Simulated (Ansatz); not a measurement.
# CH6InN: taking an electron away

An exercise on one series of results from a longer session: the logs are not shown, and one member is left open.

Program: Ansatz 0.2.0, Gaussian basis. Level of theory: unrestricted cation, the program's frozen cores in correlated methods. These are calculated values, not measurements.

Levels to be run: UKS PBE-D4/def2-TZVPP; UKS r2SCAN-D4/def2-TZVPP; UKS PBE0-D4/def2-TZVPP; UKS B3LYP-D4/def2-TZVPP; UKS wB97X-V/def2-TZVPP; UKS wB97M-V/def2-TZVPP; UKS B2PLYP/def2-TZVPP; UHF-CCSD(T)/def2-TZVPP; UHF-MP2/def2-QZVPP; extrapolation to the limit; then −ε(HOMO) from the neutral's earlier runs with LDA (SPW92), PBE-D4, revPBE-D4, BLYP-D4, r2SCAN-D4, B97M-V, PBE0-D4, B3LYP-D4, r2SCANh-D4, r2SCAN0-D4, HSE06-D4, BHLYP-D4, CAM-B3LYP-D4, LC-ωPBE, ωB97X-V, ωB97M-V.

## The geometry

All runs share one geometry, relaxed beforehand with PBE0-D4 in a triple-zeta def2 set. In takes the def2 core potential; no spin-orbit term is included.

SMILES `C[NH][InH2]`, 9 atoms, charge 0, spin multiplicity 1.

Atoms are counted from 1 here; the program's logs count them from 0.

Bond lengths: C1–N2 1.443 Å, C1–H4 1.093 Å, C1–H5 1.098 Å, C1–H6 1.098 Å, N2–In3 2.011 Å, N2–H7 1.008 Å, In3–H8 1.711 Å, In3–H9 1.713 Å. Angles: N2–C1–H4 110.1°, N2–C1–H5 112.6°, N2–C1–H6 112.6°, H4–C1–H5 106.9°, H4–C1–H6 106.9°, H5–C1–H6 107.3°, C1–N2–In3 128.0°, C1–N2–H7 112.6°, In3–N2–H7 119.3°, N2–In3–H8 115.1°, N2–In3–H9 113.8°, H8–In3–H9 131.2°.

Set-up of the first run:

File in.yaml:

```yaml
crystal:
  periodic: [false, false, false]
  atoms:
    - {symbol: C, position_ang: [-0.264873, 1.065886, -0.762604]}
    - {symbol: N, position_ang: [0.236568, -0.257866, -0.484998]}
    - {symbol: In, position_ang: [0.214707, -1.248877, 1.264573]}
    - {symbol: H, position_ang: [-0.688503, 1.504523, 0.144729]}
    - {symbol: H, position_ang: [-1.060830, 1.066429, -1.519636]}
    - {symbol: H, position_ang: [0.519669, 1.750546, -1.112438]}
    - {symbol: H, position_ang: [0.637250, -0.699360, -1.297807]}
    - {symbol: H, position_ang: [0.903779, -2.814622, 1.219785]}
    - {symbol: H, position_ang: [-0.497756, -0.366649, 2.548406]}
basis:
  gaussian: {orbitals: def2-TZVPP}
total_charge: 1
magnetization: {spin_polarized: true, initial_magnetization: 1}
hamiltonian: {xc: pbe, dispersion: d4}
```

Run with:

```bash
$ ansatz run in.yaml --threads 2 --pin off --events-out ev --progress --plain --max-ram 32768MiB --backend cpu
```

Steps of the session up to this table: Cation, UKS PBE-D4/def2-TZVPP; Cation, UKS r2SCAN-D4/def2-TZVPP; Cation, UKS PBE0-D4/def2-TZVPP; Cation, UKS B3LYP-D4/def2-TZVPP; Cation, UKS wB97X-V/def2-TZVPP; Cation, UKS wB97M-V/def2-TZVPP; Cation, UKS B2PLYP (frozen core)/def2-TZVPP; Cation, UHF-CCSD(T)/def2-TZVPP; Cation, UHF-MP2/def2-QZVPP.

One of the session's tables, all rows but one given; the rest of the session is left out.

For comparison, −ε(HOMO) of the neutral from earlier runs:

```
  functional  −ε(HOMO) (eV)
 LDA (SPW92)           5.31
      PBE-D4           5.13
   revPBE-D4           5.06
     BLYP-D4           5.04
   r2SCAN-D4           5.32
      B97M-V           5.42
     PBE0-D4           6.31
    B3LYP-D4           6.13
  r2SCANh-D4           5.77
  r2SCAN0-D4           6.46
    HSE06-D4           5.91
    BHLYP-D4           7.48
CAM-B3LYP-D4           7.69
     LC-ωPBE           9.01
     ωB97X-V              ?
     ωB97M-V           8.61
```

Q: Estimate the row for ωB97X-V from the others.

**Answer.** −ε(HOMO) (eV): 8.68. In the column «−ε(HOMO) (eV)» it lies between ωB97M-V (8.61) and LC-ωPBE (9.01).
